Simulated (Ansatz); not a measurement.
The system is HfMoC2.

```
Hf Mo C
1.0
     3.19142    0.00000    0.00000
     0.00000    3.19142    0.00000
     0.00000    0.00000    4.48516
Hf Mo C
1 1 2
Direct
  0.00000 0.00000 0.00000
  0.50000 0.50000 0.50000
  0.50000 0.50000 0.00000
  0.00000 0.00000 0.50000
```

The cell comes from a database or a generator and needn't be the stable form of this composition.

| Quantity | Value |
| --- | --- |
| Program | Ansatz 0.2.0 |
| Task | relaxation of cell and atoms |
| Functional | r2SCAN |
| Potentials or basis | Ansatz PAW |
| Cutoff | 500 eV (not typed: the program's choice for these potentials) |
| k mesh | 8 × 8 × 6 |
| Occupations | fermi-dirac, width 0.05 eV |
| Spin | no spin polarisation |

At the start: volume 11.42 Å³/atom.

Problem. Where does the relaxation end?

Solution. It ends after 5 steps and the volume is 11.30 Å³/atom (-1.1 %); space group P4/mmm (No. 123, to 0.05 Å).

The path:
```tsv
step	energy change (eV)	largest force (eV/Å)	volume (Å³)
1	0.0000	0.0000	45.68
2	-0.0078	0.0000	44.94
3	-0.0090	0.0000	45.18
4	-0.0091	0.0000	45.19
5	-0.0089	0.0000	45.19
```

Final structure:
```
Hf Mo C
1.0
     3.18960    0.00000    0.00000
     0.00000    3.18960    0.00000
     0.00000    0.00000    4.44195
Hf Mo C
1 1 2
Direct
  0.00000 0.00000 0.00000
  0.50000 0.50000 0.50000
  0.50000 0.50000 0.00000
  0.00000 0.00000 0.50000
```

Caveat: the plane-wave basis is chosen anew once the cell has moved, so the energies of steps on either side of that aren't comparable; the PAW data sets come from PBE, with cores solved anew for the run's functional, which leaves a small shift of forces and pressure.
